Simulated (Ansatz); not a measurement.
**Zn3Bi2: one candidate of a structure search**

Aim: relax a trial structure of Zn3Bi2 and see where it ends.

Program: Ansatz 0.2.0. Level of theory: DFT PBE, scalar-relativistic, plane waves, PAW. These are calculated values, not measurements.

## Step 1: The system as given

Symmetry: P4mm, No. 99, tetragonal system. The conventional cell has a = 4.031 Å, b = 4.031 Å, c = 5.938 Å, α = 90.00°, β = 90.00°, γ = 90.00°. Zn (site symmetry 2mm) is surrounded by 4 Bi at 2.58 to 2.68 Å and 6 Zn at 2.61 to 2.85 Å. Zn (site symmetry 4mm) is surrounded by 4 Zn at 2.61 Å and 5 Bi at 2.67 to 2.85 Å. Bi (site symmetry 4mm) is surrounded by 5 Zn at 2.58 to 2.67 Å. Bi (site symmetry 4mm) is surrounded by 8 Zn at 2.68 to 2.85 Å.

Coordinates:

```
Zn Bi
1.0
     4.03134    0.00000    0.00000
     0.00000    4.03134    0.00000
     0.00000    0.00000    5.93768
Zn Bi
3 2
Direct
  0.50000 0.00000 0.99346
  0.00000 0.50000 0.99346
  0.00000 0.00000 0.27214
  0.00000 0.00000 0.72113
  0.50000 0.50000 0.28981
```

Recipe of the guess: species swapped into a database cell of Cu3Te2 (P4mm, No. 99), with Zn on the Cu sites and Bi on the Te sites. Its size is a rough estimate.

## Step 2: The guess as it stands, on a coarse mesh

The input, input.yaml:

```yaml
crystal:
  lattice:
    - [4.03134083, 0.0, 0.0]
    - [0.0, 4.03134083, 0.0]
    - [0.0, 0.0, 5.9376766]
  atoms:
    - { symbol: Zn, position: [0.5, 0.0, 0.99346125] }
    - { symbol: Zn, position: [0.0, 0.5, 0.99346125] }
    - { symbol: Zn, position: [0.0, 0.0, 0.27213845] }
    - { symbol: Bi, position: [0.0, 0.0, 0.72112864] }
    - { symbol: Bi, position: [0.5, 0.5, 0.28981033] }
basis:
  ecutwfc: 420
kpoints:
  mp_grid: { grid: [4, 4, 4] }
hamiltonian:
  xc: pbe
scf:
  occupations: { method: gaussian, width: 0.1 }
  lower_state_search: "off"
output:
  forces: true
  stress: true
  eigenvalues: true
```

Launch:

```
$ ansatz run input.yaml --threads 1 --pin off --max-ram 2560MiB --backend cpu --events-out ev --progress --plain --runs-dir out
```

The session goes on with these runs: a loose first relaxation; final relaxation.

Before running it: what results should come out? Wanted: conventional cell; volume; energy over the elements; gap on the mesh.

**Answer**, as computed:

```
                              quantity                                                                      value
symmetry at the end (tolerance 0.05 Å)                                                  space group P4mm (No. 99)
                     conventional cell  a = 4.283 Å, b = 4.283 Å, c = 6.627 Å, α = 90.00°, β = 90.00°, γ = 90.00°
                                volume                                                              24.32 Å³/atom
              energy over the elements                                                              +0.12 eV/atom
                       gap on the mesh                                                               none (metal)
```

In words: The space group P4mm (No. 99) is kept, and the volume per atom grows by 26.0 % from the first guess. With a positive formation energy it can't be a ground state. No finished test with a distortion of lower symmetry is shown, so the end may be a saddle point. Spin-orbit coupling is left out for Bi.
